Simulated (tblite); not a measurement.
# C4H8FGa: the cost of one run

Computed with tblite 0.8.0 and PySCF 2.14.0, with density-fitted response routines of our own, on a single molecule in the gas phase. Atoms are numbered from 0 throughout.

## (1) Starting geometry

14 atoms, charge 0, multiplicity 1; geometry from: force field or distance geometry start.

Bonds of the start (Å): F0–C1 1.36, C1–C2 1.31, C2–C3 1.44, C3–C4 1.50, C4–Ga5 2.03, C1–H6 1.09, C2–H7 1.12, C3–H8 1.14, C3–H9 1.10, C4–H10 1.14, C4–H11 1.11, Ga5–H12 1.54, Ga5–H13 1.67.

## (2) Relaxing the molecule with GFN2-xTB

Job settings and geometry (Å):

```
{"job": {"kind": "relax", "xc": "GFN2-xTB", "basis": "xTB"}, "charge": 0, "multiplicity": 1}
F     -0.696300     1.109000     1.679500
C     -1.413900     1.321600     0.543100
C     -1.342200     0.583500    -0.536900
C     -0.542800    -0.578200    -0.812700
C      0.423200    -1.068000     0.220900
Ga     1.985400     0.062900     0.867000
H     -2.089500     2.178300     0.554700
H     -2.014800     0.933400    -1.362400
H     -1.269200    -1.446700    -0.923900
H     -0.010000    -0.476200    -1.774000
H      1.142000    -1.728100    -0.359600
H     -0.031300    -1.781700     0.937900
H      2.305900     1.404200     0.187100
H      3.552900    -0.514600     0.757200
```

Launch:

```sh
$ OMP_NUM_THREADS=1 python probes_run.py task.json out
```

This one command runs all jobs of the session in turn.

Q: Estimate the wall time and peak memory of this first job on 1 thread of Arm Neoverse N1, shared host.

About 1.1 s, with a peak of 0.18 GiB.
